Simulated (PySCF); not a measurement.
# CH5B2FO: the cost of one run

Computed with PySCF 2.14.0, with density-fitted response routines of our own, on a single molecule in the gas phase. Atoms are numbered from 0 throughout.

**1. Starting geometry**

10 atoms, charge 0, multiplicity 1; geometry from: GFN2-xTB. The atoms were then displaced at random by about 0.01 Å, so the start is not that level's minimum.

Bonds of the start (Å): C0–B1 1.55, B1–O2 1.30, O2–B3 1.35, B3–F4 1.33, C0–H5 1.11, C0–H6 1.08, C0–H7 1.09, B1–H8 1.18, B3–H9 1.16.

**2. Optimising the geometry at PBE0-D3(BJ)/def2-SVP**

The job: settings as JSON, then the geometry in Å.

```
{"job": {"xc": "PBE0", "basis": "def2-SVP", "d3": "d3bj", "grid": 1, "shake": 0.01, "kind": "geom"}, "charge": 0, "multiplicity": 1}
C     -1.575250     0.206940    -0.175780
B     -0.379380    -0.619830     0.375650
O      0.839140    -0.196970     0.226160
B      2.099170     0.212340    -0.014210
F      2.650900    -0.194910    -1.157560
H     -1.292290     1.178060    -0.631310
H     -2.129060    -0.337530    -0.932460
H     -2.294870     0.456670     0.605370
H     -0.552540    -1.627690     0.967900
H      2.684620     0.902000     0.715180
```

The run is started by

```bash
OMP_NUM_THREADS=1 python probes_run.py task.json out
```

The driver reads the jobs from task.json and runs them one after another.

Q: Estimate the wall time and peak memory of this first job on 1 thread of Arm Neoverse N1, shared host.

About 98 s, with a peak of 0.38 GiB.
